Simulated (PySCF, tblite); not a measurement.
# CH₁₁N₂Si₃ radical, a small gas-phase stand-in for a defect centre (Si site with back bonds N[SiH3], C[SiH3], N): EPR parameters

Wanted: the EPR parameters for `N[Si](C[SiH3])N[SiH3]`. It is drawn as: dangling bond.

Programs: tblite 0.8.0 and PySCF 2.14.0. All values are calculated, for the isolated system unless a continuum is named. Atoms count from 0, parts from 1.

## 1. Starting point

17 atoms, charge 0, multiplicity 2; geometry: distance geometry start.

## 2. Relaxing the cluster with GFN2-xTB

The job: settings as JSON, then the geometry in Å.

```
{"job": {"kind": "relax", "xc": "GFN2-xTB", "basis": "xTB"}, "charge": 0, "multiplicity": 2}
Si    -0.087068     0.140214     0.619960
N     -1.614141     0.628885     1.464971
Si    -1.428964     1.439613     3.066450
C     -0.071146     0.245587    -1.208210
Si    -1.757189     0.664595    -1.812385
N      0.797413    -1.279441     1.328251
H     -2.359763     0.986408     0.841073
H     -0.778876     0.565670     3.977499
H     -2.730370     1.736617     3.605998
H     -0.679313     2.638813     2.927167
H      0.573564     1.030558    -1.521059
H      0.224126    -0.640108    -1.625493
H     -2.301591     1.763856    -1.047423
H     -1.700817     1.015211    -3.170276
H     -2.614358    -0.499087    -1.630413
H      1.759051    -1.407622     0.998194
H      0.256673    -2.120071     1.496270
```

With the program's defaults for keys left out, this is: GFN2-xTB geometry optimisation, gas phase.

Command:

```bash
> OMP_NUM_THREADS=1 python cluster_run.py task.json out
```

This one command runs all jobs of the session in turn.

Standard output:

```text
step      E/eV     max force
  0    -509.74405    3.472
  1    -510.12018    1.670
  2    -510.28162    0.979
  3    -510.33264    0.892
  4    -510.39837    0.712
  5    -510.43696    0.429
  6    -510.46461    0.380
  7    -510.49096    0.466
  8    -510.52202    0.529
  9    -510.54647    0.382
 10    -510.56160    0.239
 11    -510.57312    0.279
 12    -510.58632    0.406
 13    -510.59896    0.359
 14    -510.60912    0.267
 15    -510.61835    0.230
 16    -510.62745    0.208
 17    -510.63460    0.195
 18    -510.63907    0.123
 19    -510.64167    0.102
 20    -510.64401    0.129
 21    -510.64714    0.161
 22    -510.65093    0.183
 23    -510.65432    0.141
 24    -510.65658    0.095
 25    -510.65795    0.071
 26    -510.65889    0.078
 27    -510.65992    0.085
 28    -510.66117    0.085
 29    -510.66241    0.081
 30    -510.66344    0.069
 31    -510.66431    0.069
 32    -510.66522    0.087
 33    -510.66622    0.100
 34    -510.66717    0.094
 35    -510.66795    0.083
 36    -510.66865    0.058
 37    -510.66939    0.100
 38    -510.67036    0.110
 39    -510.67157    0.082
 40    -510.67285    0.105
 41    -510.67418    0.117
 42    -510.67549    0.096
 43    -510.67638    0.136
 44    -510.67723    0.077
 45    -510.67800    0.074
 46    -510.67969    0.143
 47    -510.68126    0.140
 48    -510.68337    0.534
 49    -510.69180    0.246
 50    -510.69266    0.846
 51    -510.70326    0.229
 52    -510.70898    0.168
 53    -510.70712    0.826
 54    -510.71560    0.164
 55    -510.71842    0.149
 56    -510.72493    0.572
 57    -510.73078    0.131
 58    -510.73258    0.086
 59    -510.73517    0.117
 60    -510.73610    0.088
 61    -510.73716    0.054
 62    -510.73759    0.051
 63    -510.73849    0.052
 64    -510.73906    0.052
 65    -510.73963    0.051
 66    -510.74016    0.052
 67    -510.74087    0.057
 68    -510.74191    0.074
 69    -510.74312    0.075
 70    -510.74408    0.076
 71    -510.74477    0.090
 72    -510.74544    0.079
 73    -510.74628    0.105
 74    -510.74735    0.074
 75    -510.74831    0.112
 76    -510.74894    0.055
 77    -510.74930    0.051
 78    -510.74964    0.037
 79    -510.75012    0.071
 80    -510.75076    0.044
 81    -510.75139    0.111
 82    -510.75197    0.057
 83    -510.75256    0.054
 84    -510.75296    0.055
 85    -510.75340    0.071
 86    -510.75422    0.081
 87    -510.75520    0.084
 88    -510.75613    0.071
 89    -510.75692    0.051
 90    -510.75743    0.056
 91    -510.75785    0.100
 92    -510.75833    0.054
 93    -510.75906    0.083
 94    -510.76021    0.074
 95    -510.76117    0.069
 96    -510.76199    0.062
 97    -510.76269    0.078
 98    -510.76328    0.069
 99    -510.76386    0.058
100    -510.76478    0.076
101    -510.76603    0.094
102    -510.76712    0.095
103    -510.76746    0.080
104    -510.76797    0.050
105    -510.76823    0.046
106    -510.76890    0.041
107    -510.76929    0.059
108    -510.76995    0.078
109    -510.77049    0.100
110    -510.77119    0.062
111    -510.77199    0.062
112    -510.77270    0.060
113    -510.77334    0.063
114    -510.77397    0.052
115    -510.77459    0.055
116    -510.77516    0.066
117    -510.77580    0.095
118    -510.77673    0.091
119    -510.77810    0.102
120    -510.77970    0.128
121    -510.78075    0.137
122    -510.78185    0.087
123    -510.78247    0.063
124    -510.78372    0.115
125    -510.78449    0.121
126    -510.78561    0.091
127    -510.78708    0.136
128    -510.78759    0.067
129    -510.78808    0.053
130    -510.78867    0.078
131    -510.78923    0.078
132    -510.78993    0.059
133    -510.79039    0.054
134    -510.79076    0.038
135    -510.79103    0.054
136    -510.79132    0.039
137    -510.79163    0.053
138    -510.79194    0.035
139    -510.79219    0.034
140    -510.79255    0.035
141    -510.79291    0.043
142    -510.79322    0.042
143    -510.79347    0.028
144    -510.79368    0.070
145    -510.79393    0.033
146    -510.79423    0.032
147    -510.79464    0.055
148    -510.79494    0.066
149    -510.79546    0.063
150    -510.79605    0.053
151    -510.79692    0.061
152    -510.79780    0.067
153    -510.79854    0.062
154    -510.79906    0.088
155    -510.79981    0.084
156    -510.80073    0.058
157    -510.80172    0.080
158    -510.80301    0.079
159    -510.80398    0.065
160    -510.80485    0.085
161    -510.80580    0.107
162    -510.80695    0.100
163    -510.80700    0.336
164    -510.80928    0.120
165    -510.81029    0.076
166    -510.81117    0.176
167    -510.81171    0.104
168    -510.81212    0.049
169    -510.81252    0.050
170    -510.81288    0.049
171    -510.81336    0.062
172    -510.81371    0.058
173    -510.81410    0.051
174    -510.81450    0.080
175    -510.81489    0.087
176    -510.81526    0.075
177    -510.81567    0.067
178    -510.81615    0.037
179    -510.81658    0.046
180    -510.81738    0.060
181    -510.81826    0.106
182    -510.81907    0.092
183    -510.81868    0.233
184    -510.81891    0.291
185    -510.82042    0.089
186    -510.82103    0.064
187    -510.82170    0.056
188    -510.82232    0.118
189    -510.82312    0.042
190    -510.82396    0.120
191    -510.82480    0.093
192    -510.82577    0.050
193    -510.82661    0.039
194    -510.82685    0.063
195    -510.82723    0.098
196    -510.82776    0.080
197    -510.82814    0.048
198    -510.82845    0.041
199    -510.82866    0.061
200    -510.82886    0.036
201    -510.82886    0.036
202    -510.83427    0.160
203    -510.83549    0.135
204    -510.83759    0.104
205    -510.83812    0.117
206    -510.83926    0.026
207    -510.83947    0.048
208    -510.83966    0.039
209    -510.83981    0.008
210    -510.83984    0.050
211    -510.83992    0.013
212    -510.83999    0.010
213    -510.84003    0.017
214    -510.84005    0.016
215    -510.84007    0.007
```

Wall time 8.6 s (1 thread of Intel Xeon 6975P-C, shared host).

Step by step:

```
step  energy from step 0 (eV)  largest force (eV/Å)
   0                   0.0000                3.4718
   9                  -0.8024                0.3824
  18                  -0.8950                0.1224
  27                  -0.9159                0.0857
  36                  -0.9246                0.0583
  45                  -0.9339                0.0739
  54                  -0.9715                0.1646
  63                  -0.9944                0.0525
  72                  -1.0014                0.0791
  81                  -1.0073                0.1110
  90                  -1.0134                0.0560
  99                  -1.0198                0.0577
 108                  -1.0259                0.0775
 117                  -1.0317                0.0949
 126                  -1.0416                0.0903
 135                  -1.0470                0.0538
 144                  -1.0496                0.0703
 153                  -1.0545                0.0617
 162                  -1.0629                0.0991
 171                  -1.0693                0.0618
 180                  -1.0733                0.0592
 189                  -1.0791                0.0425
 198                  -1.0844                0.0408
 207                  -1.0954                0.0484
 215                  -1.0960                0.0071
```

Distances of close pairs at the start and the end, largest changes first:

```
   bond  before (Å)  after (Å)  change (Å)
 Si0–N5       1.816      1.734      -0.082
 Si0–C3       1.831      1.911      +0.080
 N1–Si2       1.805      1.727      -0.077
 Si0–N1       1.812      1.741      -0.071
Si4–H13       1.404      1.470      +0.067
 C3–H11       1.023      1.089      +0.067
 C3–Si4       1.839      1.903      +0.063
 Si2–H7       1.420      1.469      +0.049
```

## 3. Geometry optimisation at PBE0-D3(BJ)/def2-SVP

The job: settings as JSON, then the geometry in Å.

```
{"job": {"xc": "PBE0", "basis": "def2-SVP", "d3": "d3bj", "grid": 2, "kind": "geom", "shake": 0.01}, "charge": 0, "multiplicity": 2}
Si     1.420456    -0.059745     0.040405
N      0.543674     1.070861     1.072161
Si    -0.637451     0.761840     2.300544
C      0.842601     0.104694    -1.779597
Si    -1.068529    -0.134476    -2.012245
N      0.956180    -1.610590     0.593387
H      0.679681     2.040147     0.822360
H      0.020784    -0.093608     3.316425
H     -1.819597     0.111572     1.803117
H     -0.946934     2.070349     2.887573
H      1.094309     1.070053    -2.166864
H      1.347259    -0.639797    -2.362317
H     -1.818773     0.935199    -1.294921
H     -1.398692    -0.013994    -3.426462
H     -1.483425    -1.460464    -1.530058
H      1.382805    -2.405386     0.170332
H      0.876137    -1.746856     1.586251
```

Standard output:

```text
step   0  E = -1021.81085923  max force = 0.030239
step   1  E = -1021.81937965  max force = 0.003444
step   2  E = -1021.81993458  max force = 0.001837
step   3  E = -1021.82043497  max force = 0.003608
step   4  E = -1021.82071180  max force = 0.002744
step   5  E = -1021.82096172  max force = 0.001600
step   6  E = -1021.82109211  max force = 0.001321
step   7  E = -1021.82118625  max force = 0.001156
step   8  E = -1021.82123939  max force = 0.000685
step   9  E = -1021.82128079  max force = 0.000715
step  10  E = -1021.82131343  max force = 0.000489
step  11  E = -1021.82134202  max force = 0.000533
step  12  E = -1021.82135687  max force = 0.000333
optimisation converged
```

It took 3.3 min on 1 thread of Intel Xeon 6975P-C, shared host; peak memory 0.89 GiB.

Along the way:

```
step  energy from step 0 (eV)  largest force component (eV/Å)
   0                   0.0000                          1.5550
   1                  -0.2319                          0.1771
   2                  -0.2470                          0.0945
   3                  -0.2606                          0.1855
   4                  -0.2681                          0.1411
   5                  -0.2749                          0.0823
   6                  -0.2785                          0.0679
   7                  -0.2810                          0.0594
   8                  -0.2825                          0.0352
   9                  -0.2836                          0.0368
  10                  -0.2845                          0.0251
  11                  -0.2853                          0.0274
  12                  -0.2857                          0.0171
```

Close pairs (by a distance rule), those that changed most:

```
   bond  before (Å)  after (Å)  change (Å)
 C3–Si4       1.940      1.886      -0.054
 Si2–H8       1.438      1.492      +0.054
Si4–H13       1.457      1.498      +0.041
 C3–H10       1.070      1.104      +0.033
 C3–H11       1.072      1.103      +0.032
 Si0–N5       1.711      1.741      +0.031
 Si2–H9       1.467      1.496      +0.029
Si4–H14       1.471      1.496      +0.025
```

The end geometry stands in the next job.

```
                         at the end point                value
  point group (found at 0.08 Å tolerance)                   C1
rotational constants (GHz, main isotopes)  2.478, 1.101, 0.964
                        dipole moment (D)                 1.48
                                     ⟨S²⟩                0.752
```

## 4. g tensor and hyperfine couplings: B3LYP/IGLO-III+pcH-1

The job: settings as JSON, then the geometry in Å.

```
{"job": {"kind": "epr"}, "charge": 0, "multiplicity": 2}
Si     1.405389     0.071680     0.090246
N      0.567517     1.255849     1.062714
Si    -0.729823     0.909241     2.183326
C      0.889987     0.098869    -1.729635
Si    -0.888962    -0.441630    -2.046088
N      0.845267    -1.443420     0.741028
H      0.962927     2.189560     1.115540
H     -0.311887     0.026853     3.320227
H     -1.900686     0.270841     1.514877
H     -1.154034     2.220028     2.766961
H      1.013913     1.134778    -2.089439
H      1.575761    -0.525960    -2.326962
H     -1.837926     0.334820    -1.195217
H     -1.263988    -0.233856    -3.481377
H     -1.051068    -1.898153    -1.744783
H      0.764867    -2.259671     0.143737
H      1.095291    -1.714983     1.686581
```

Level: UKS B3LYP, IGLO-III on C N Si, pcH-1 on H, non-relativistic, mean-field spin-orbit, GIAO.

Standard output:

```text
UKS, coarse grid
  cycle   1  E = -1022.79388898  |g| = 5.33e-01
  cycle   2  E = -1022.62263146  |g| = 8.01e-01
  cycle   3  E = -1022.90654617  |g| = 8.64e-02
  cycle   4  E = -1022.90899670  |g| = 4.23e-02
  cycle   5  E = -1022.90983817  |g| = 9.98e-03
  cycle   6  E = -1022.90988322  |g| = 2.54e-03
  cycle   7  E = -1022.90988594  |g| = 1.49e-03
  cycle   8  E = -1022.90988635  |g| = 4.05e-04
UKS, final grid
  cycle   1  E = -1022.90984064  |g| = 5.35e-04
  cycle   2  E = -1022.90984045  |g| = 8.82e-04
  cycle   3  E = -1022.90984077  |g| = 7.52e-05
  cycle   4  E = -1022.90984077  |g| = 1.19e-05
E = -1022.90984077 Eh   <S^2> = 0.7519 (exact 0.7500)
g shifts (ppm)      1          2          3
  rmc          -168       -168       -168
  gc             68         21         91
  oz_so        -519         57        514
  total        -619        -90        437
hyperfine (MHz)  atom isotope    a_iso     a_fc   dipolar eigenvalues
    0  29Si    -647.35    -648.37   -123.72     61.19     62.53
    1   14N      27.08      27.08     -4.06     -3.74      7.80
    2  29Si      -9.23      -9.26     -4.96      2.24      2.72
    3   13C      78.83      78.83     -7.84     -7.74     15.58
    4  29Si     -27.98     -28.04     -8.47      3.97      4.50
    5   14N       6.45       6.45     -5.64     -5.32     10.95
    6    1H      -3.28      -3.28     -7.34     -3.30     10.64
    7    1H      -1.29      -1.29     -1.21     -0.94      2.16
    8    1H       6.25       6.25     -1.22     -0.65      1.87
    9    1H       2.79       2.79     -1.15     -0.74      1.90
   10    1H      -2.85      -2.86     -5.98     -2.49      8.47
   11    1H      -3.08      -3.08     -5.94     -2.41      8.35
   12    1H      -1.53      -1.53     -1.38     -0.55      1.92
   13    1H      13.18      13.18     -1.30     -0.38      1.68
   14    1H      -0.82      -0.82     -1.43     -0.46      1.89
   15    1H      -6.11      -6.13     -7.59     -1.63      9.22
   16    1H      -4.08      -4.09     -7.46     -3.34     10.80
```

Wall time 81 s (1 thread of Intel Xeon 6975P-C, shared host); peak memory 1.4 GiB.

Principal g values 2.00170, 2.00223, 2.00276; g(iso) = 2.00223, against 2.00232 for a free electron.

Hyperfine couplings, nucleus by nucleus at this fixed geometry (no averaging over rotations):

```
nuclei  isotope  a(iso) (MHz)  a(iso) (G, at g = 2.0023)  largest dipolar term (MHz)
   Si0     29Si        -647.4                     -231.0                      -123.7
    C3      13C          78.8                       28.1                        15.6
   Si4     29Si         -28.0                      -10.0                        -8.5
    N1      14N          27.1                        9.7                         7.8
   H13       1H          13.2                        4.7                         1.7
   Si2     29Si          -9.2                       -3.3                        -5.0
    N5      14N           6.5                        2.3                        11.0
    H8       1H           6.2                        2.2                         1.9
   H15       1H          -6.1                       -2.2                         9.2
   H16       1H          -4.1                       -1.5                        10.8
    H6       1H          -3.3                       -1.2                        10.6
   H11       1H          -3.1                       -1.1                         8.4
   H10       1H          -2.9                       -1.0                         8.5
    H9       1H           2.8                        1.0                         1.9
```

Mulliken spin populations:

Si0 0.77; N1 0.04; Si2 0.02; C3 0.05; Si4 0.04; N5 0.07; H6 0.01; H7 0.00; H8 0.00; H9 0.00; H10 0.00; H11 0.00; H12 0.00; H13 0.01; H14 0.00; H15 0.00; H16 0.00

In first order the couplings over 0.8 MHz of 14N, 1H give 12384 distinct lines over 40.1 G.

The fields below are evaluated on a grid from the run's orbitals.

ELF in a plane through or near 6 of the atoms.

Values, 10 rows by 14 columns:
```
0.00 0.00 0.00 0.00 0.00 0.00 0.00 0.00 0.00 0.00 0.00 0.00 0.00 0.00
0.00 0.00 0.00 0.00 0.00 0.00 0.00 0.00 0.00 0.00 0.00 0.00 0.00 0.00
0.00 0.00 0.11 0.40 0.04 0.09 0.33 0.00 0.00 0.05 0.83 0.93 0.08 0.00
0.00 0.06 1.00 1.00 0.58 0.61 0.95 0.01 0.04 0.27 1.00 1.00 0.87 0.00
0.00 0.07 0.93 0.94 0.14 0.09 0.26 0.02 0.26 0.57 0.23 0.49 0.07 0.00
0.00 0.00 0.02 0.08 0.33 0.47 0.07 0.14 0.05 0.22 0.98 0.98 0.34 0.00
0.00 0.00 0.00 0.01 0.03 0.01 0.30 0.83 0.59 0.03 1.00 1.00 0.51 0.00
0.00 0.00 0.00 0.00 0.00 0.20 0.98 0.65 0.99 0.42 0.01 0.10 0.00 0.00
0.00 0.00 0.00 0.00 0.00 0.02 0.29 0.10 0.65 0.15 0.00 0.00 0.00 0.00
0.00 0.00 0.00 0.00 0.00 0.00 0.00 0.00 0.00 0.00 0.00 0.00 0.00 0.00
```
The map spans 11.9 Å across and 10.0 Å up, centred on the molecule. Atoms in the plane (x, y in Å): Si2 (2.4, 0.6), N5 (0.3, -1.8), H7 (3.2, -0.7), H9 (3.3, 1.7), H15 (-0.5, -2.3), H16 (1.1, -2.4).

On the surface of density 0.002 e/bohr³ the electrostatic potential runs, from the 1st to the 99th percentile, from -0.64 V near N5 to 1.65 V near H6.

The spin density lies nearest to Si0 63 %; N1, N5 about 8 % each; C3 7 %.

## 5. g tensor and hyperfine couplings: BHandHLYP/IGLO-III+pcH-1

Same as in step 4 but for these lines:

```diff
@@ -1,2 +1,2 @@
-{"job": {"kind": "epr"}, "charge": 0, "multiplicity": 2}
+{"job": {"kind": "epr", "xc": "BHandHLYP"}, "charge": 0, "multiplicity": 2}
 Si     1.405389     0.071680     0.090246
```

Level: UKS BHandHLYP, IGLO-III on C N Si, pcH-1 on H, non-relativistic, mean-field spin-orbit, GIAO.

Standard output:

```text
UKS, coarse grid
  cycle   1  E = -1022.66860139  |g| = 3.94e-01
  cycle   2  E = -1022.67925958  |g| = 3.83e-01
  cycle   3  E = -1022.74003609  |g| = 5.22e-02
  cycle   4  E = -1022.74140086  |g| = 2.03e-02
  cycle   5  E = -1022.74161948  |g| = 6.54e-03
  cycle   6  E = -1022.74165176  |g| = 1.96e-03
  cycle   7  E = -1022.74165645  |g| = 8.57e-04
UKS, final grid
  cycle   1  E = -1022.74162887  |g| = 9.13e-04
  cycle   2  E = -1022.74162884  |g| = 1.07e-03
  cycle   3  E = -1022.74162933  |g| = 9.42e-05
  cycle   4  E = -1022.74162935  |g| = 6.80e-05
  cycle   5  E = -1022.74162935  |g| = 1.19e-05
E = -1022.74162935 Eh   <S^2> = 0.7531 (exact 0.7500)
g shifts (ppm)      1          2          3
  rmc          -170       -170       -170
  gc             71         19         92
  oz_so        -651         61        388
  total        -749        -90        310
hyperfine (MHz)  atom isotope    a_iso     a_fc   dipolar eigenvalues
    0  29Si    -683.89    -684.91   -131.69     64.64     67.05
    1   14N      26.93      26.93     -3.98     -3.64      7.62
    2  29Si      -8.05      -8.08     -4.48      2.01      2.47
    3   13C      78.35      78.35     -7.90     -7.60     15.50
    4  29Si     -27.13     -27.18     -8.00      3.60      4.39
    5   14N       8.73       8.73     -5.48     -5.15     10.63
    6    1H      -3.84      -3.84     -7.46     -3.41     10.88
    7    1H      -1.61      -1.61     -1.21     -0.97      2.18
    8    1H       5.17       5.17     -1.17     -0.70      1.88
    9    1H       3.00       3.00     -1.09     -0.76      1.84
   10    1H      -3.84      -3.85     -6.04     -2.57      8.60
   11    1H      -3.50      -3.50     -6.03     -2.53      8.56
   12    1H      -1.52      -1.52     -1.35     -0.61      1.96
   13    1H      12.94      12.94     -1.20     -0.41      1.61
   14    1H      -0.84      -0.84     -1.40     -0.52      1.92
   15    1H      -7.73      -7.75     -7.62     -1.78      9.40
   16    1H      -5.67      -5.68     -7.54     -3.47     11.01
```

Wall time 79 s (1 thread of Intel Xeon 6975P-C, shared host); peak memory 1.5 GiB.

In short: g(iso) 2.00214.

## 6. Side by side: EPR parameters

g, ⟨S²⟩ and isotropic hyperfine couplings (MHz), with basis size and wall time:

```
                     run   g(iso)   ⟨S²⟩  29Si Si0  13C C3  29Si Si4  14N N1  1H H13  functions  time
    B3LYP/IGLO-III+pcH-1  2.00223  0.752    -647.4    78.8     -28.0    27.1    13.2        347  81 s
BHandHLYP/IGLO-III+pcH-1  2.00214  0.753    -683.9    78.3     -27.1    26.9    12.9        347  79 s
```

## 7. What came out

| quantity | value |
| --- | --- |
| point group | C1 |
| rotational constants (main isotopes) | 2.48, 1.10, 0.96 GHz |
| g(iso) (B3LYP) | 2.00223 |
| ⟨S²⟩ | 0.752 (exact 0.75) |
| largest a(iso) | 29Si on Si0, -647.4 MHz |
| potential on the surface of density 0.002 e/bohr³, 1st and 99th percentile | -0.64 V and 1.65 V |

**Reading.** The start of the PBE0/def2-SVP relaxation was shaken at random by about 0.01 Å, so part of the energy gained, and of the first lengths quoted, undoes that. Over 12 steps the energy fell by 0.286 eV; of the close pairs, C3–Si4 changed most, 1.940 to 1.886 Å (PBE0/def2-SVP). Most of the unpaired spin sits on Si0 (0.77 e). The isotropic g lies 0.1 ppt below the free-electron value. The coupling of 29Si on Si0 runs from -683.9 (BHandHLYP/IGLO-III+pcH-1) to -647.4 MHz (B3LYP/IGLO-III+pcH-1). A capped cluster stands for the solid here, so long-range fields and strain are missing, and bands or shifts of the capping hydrogens have no counterpart in it.
